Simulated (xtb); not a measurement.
**CH5FSeSi (SMILES FC[SiH2][SeH]) at GFN2-xTB (2 point charges)**

Aim: energy and forces of CH5FSeSi. 

The calculation is run with xtb 6.7.1.

4 further runs of the same task are left out: 4 set aside as unsound or not needed.

## (1) The molecule

CH5FSeSi has 9 atoms, charge 0, and is taken as a singlet. SMILES: `FC[SiH2][SeH]`. Geometry: a GFN2-xTB relaxation, a rough one for these elements and not checked as a minimum. This is one conformer, not always the lowest.

Bond lengths: F1–C2 1.381 Å, C2–Si3 1.920 Å, Si3–Se4 2.272 Å, C2–H5 1.092 Å, C2–H6 1.093 Å, Si3–H7 1.461 Å, Si3–H8 1.458 Å, Se4–H9 1.435 Å. Some angles: F1–C2–Si3 109.5°, C2–Si3–Se4 106.7°, F1–C2–H5 106.7°, F1–C2–H6 106.3°, Si3–C2–H5 112.5°, Si3–C2–H6 112.7°, C2–Si3–H7 109.1°, C2–Si3–H8 108.7°, Se4–Si3–H7 110.4°, Se4–Si3–H8 108.5°.

## (2) Energy and forces at GFN2-xTB (2 point charges)

Input file xcontrol:

```
$embedding
   input=env.pc
$end
```

Input file geom.xyz:

```xyz
9
start
F     -0.88008     1.38249    -0.73249
C      0.00576     1.08970     0.28558
Si     0.08464    -0.81190     0.54018
Se     0.36580    -1.73469    -1.51680
H     -0.35208     1.61546     1.17276
H      0.96752     1.51532    -0.01268
H     -1.16977    -1.26652     1.13582
H      1.25487    -1.12622     1.35088
H     -0.27665    -0.66363    -2.22325
```

On the command line:

```
$ xtb geom.xyz --grad --gfn 2 --input xcontrol | tee out.txt
```

Q: Predict the results. Wanted: total energy; dipole moment; HOMO–LUMO gap; dispersion energy; largest force on an atom; mean polarisability.

Computed results:

At GFN2-xTB (2 point charges):

```
                      quantity          value
                  total energy   -14.34396 Eh
                 dipole moment         3.83 D
                 HOMO–LUMO gap        4.50 eV
             dispersion energy  -13.54 kJ/mol
      largest force on an atom     0.468 eV/Å
mean polarisability (D4 model)     70.2 bohr³
```

**Reading.** Mulliken charges run from -0.45 on Se4 to +0.51 on Si3. The largest force is 0.47 eV/Å: the shape isn't a stationary point for this species at this level.
